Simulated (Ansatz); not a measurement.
# C7H12: taking an electron away

An exercise on one series of results from a longer session: the logs are not shown, and one member is left open.

The runs use Ansatz 0.2.0, Gaussian basis; unrestricted cation, the program's frozen cores in correlated methods.

Plan: UKS PBE-D4/def2-TZVPP; UKS r2SCAN-D4/def2-TZVPP; UKS PBE0-D4/def2-TZVPP; UKS B3LYP-D4/def2-TZVPP; UKS wB97X-V/def2-TZVPP; UKS wB97M-V/def2-TZVPP; UKS B2PLYP/def2-TZVPP; UHF-CCSD(T)/def2-TZVPP; UHF-MP2/def2-QZVPP; extrapolation to the limit; then −ε(HOMO) from the neutral's earlier runs with LDA (SPW92), PBE-D4, revPBE-D4, BLYP-D4, r2SCAN-D4, B97M-V, PBE0-D4, B3LYP-D4, r2SCANh-D4, r2SCAN0-D4, HSE06-D4, BHLYP-D4, CAM-B3LYP-D4, LC-ωPBE, ωB97X-V, ωB97M-V.

### The geometry

All runs share one geometry, relaxed beforehand with PBE0-D4 in a triple-zeta def2 set.

SMILES `CCC#CCCC`, 19 atoms, charge 0, spin multiplicity 1.

Atoms are counted from 1 here; the program's logs count them from 0.

Bond lengths: C1–C2 1.526 Å, C1–H8 1.091 Å, C1–H9 1.092 Å, C1–H10 1.091 Å, C2–C3 1.455 Å, C2–H11 1.095 Å, C2–H12 1.095 Å, C3–C4 1.203 Å, C4–C5 1.455 Å, C5–C6 1.531 Å, C5–H13 1.095 Å, C5–H14 1.097 Å, C6–C7 1.517 Å, C6–H15 1.095 Å, C6–H16 1.094 Å, C7–H17 1.092 Å, C7–H18 1.094 Å, C7–H19 1.092 Å. Angles: C2–C1–H8 110.8°, C2–C1–H9 110.6°, C2–C1–H10 110.8°, H8–C1–H9 108.4°, H8–C1–H10 107.9°, H9–C1–H10 108.4°, C1–C2–C3 112.8°, C1–C2–H11 109.7°, C1–C2–H12 109.7°, C3–C2–H11 109.1°, C3–C2–H12 109.2°, H11–C2–H12 106.1°, C2–C3–C4 178.8°, C3–C4–C5 178.8°, C4–C5–C6 113.2°, C4–C5–H13 109.1°, C4–C5–H14 109.2°, C6–C5–H13 109.6° and more.

The first run:

Contents of in.yaml:

```yaml
crystal:
  periodic: [false, false, false]
  atoms:
    - {symbol: C, position_ang: [2.319501, -1.211854, 1.433072]}
    - {symbol: C, position_ang: [2.235492, -1.338099, -0.085788]}
    - {symbol: C, position_ang: [1.040878, -0.718217, -0.637747]}
    - {symbol: C, position_ang: [0.044107, -0.201799, -1.070754]}
    - {symbol: C, position_ang: [-1.159376, 0.443616, -1.572317]}
    - {symbol: C, position_ang: [-1.702179, 1.520944, -0.629904]}
    - {symbol: C, position_ang: [-2.119591, 0.973080, 0.722073]}
    - {symbol: H, position_ang: [1.460417, -1.687996, 1.909009]}
    - {symbol: H, position_ang: [3.228227, -1.687384, 1.808457]}
    - {symbol: H, position_ang: [2.330935, -0.162780, 1.734088]}
    - {symbol: H, position_ang: [2.254872, -2.395767, -0.370336]}
    - {symbol: H, position_ang: [3.121107, -0.884779, -0.544185]}
    - {symbol: H, position_ang: [-0.947795, 0.885806, -2.551686]}
    - {symbol: H, position_ang: [-1.932785, -0.315867, -1.738848]}
    - {symbol: H, position_ang: [-2.554932, 2.003156, -1.118312]}
    - {symbol: H, position_ang: [-0.936729, 2.291842, -0.499316]}
    - {symbol: H, position_ang: [-1.275722, 0.495140, 1.224930]}
    - {symbol: H, position_ang: [-2.910281, 0.224605, 0.616034]}
    - {symbol: H, position_ang: [-2.496127, 1.766350, 1.371509]}
basis:
  gaussian: {orbitals: def2-TZVPP}
total_charge: 1
magnetization: {spin_polarized: true, initial_magnetization: 1}
hamiltonian: {xc: pbe, dispersion: d4}
```

Started as:

```console
$ ansatz run in.yaml --threads 2 --pin off --events-out ev --progress --plain --max-ram 32768MiB --backend cuda --devices 0, --max-vram 18GiB
```

Steps of the session up to this table: Cation, UKS PBE-D4/def2-TZVPP; Cation, UKS r2SCAN-D4/def2-TZVPP; Cation, UKS PBE0-D4/def2-TZVPP; Cation, UKS B3LYP-D4/def2-TZVPP; Cation, UKS wB97X-V/def2-TZVPP; Cation, UKS wB97M-V/def2-TZVPP; Cation, UKS B2PLYP (frozen core)/def2-TZVPP; Cation, UHF-CCSD(T)/def2-TZVPP; Cation, UHF-MP2/def2-QZVPP.

One of the session's tables, all rows but one given; the rest of the session is left out.

For comparison, −ε(HOMO) of the neutral from earlier runs:

| functional | −ε(HOMO) (eV) |
| --- | --- |
| LDA (SPW92) | 6.00 |
| PBE-D4 | 5.85 |
| revPBE-D4 | 5.79 |
| BLYP-D4 | 5.71 |
| r2SCAN-D4 | 6.05 |
| B97M-V | 6.09 |
| PBE0-D4 | 7.04 |
| B3LYP-D4 | 6.83 |
| r2SCANh-D4 | 6.50 |
| r2SCAN0-D4 | 7.18 |
| HSE06-D4 | 6.64 |
| BHLYP-D4 | 8.11 |
| CAM-B3LYP-D4 | 8.40 |
| LC-ωPBE | 9.78 |
| ωB97X-V | 9.41 |
| ωB97M-V | ? |

Estimate the missing values for ωB97M-V.

As computed: −ε(HOMO) (eV): 9.29. In the column «−ε(HOMO) (eV)» it lies between CAM-B3LYP-D4 (8.40) and ωB97X-V (9.41).
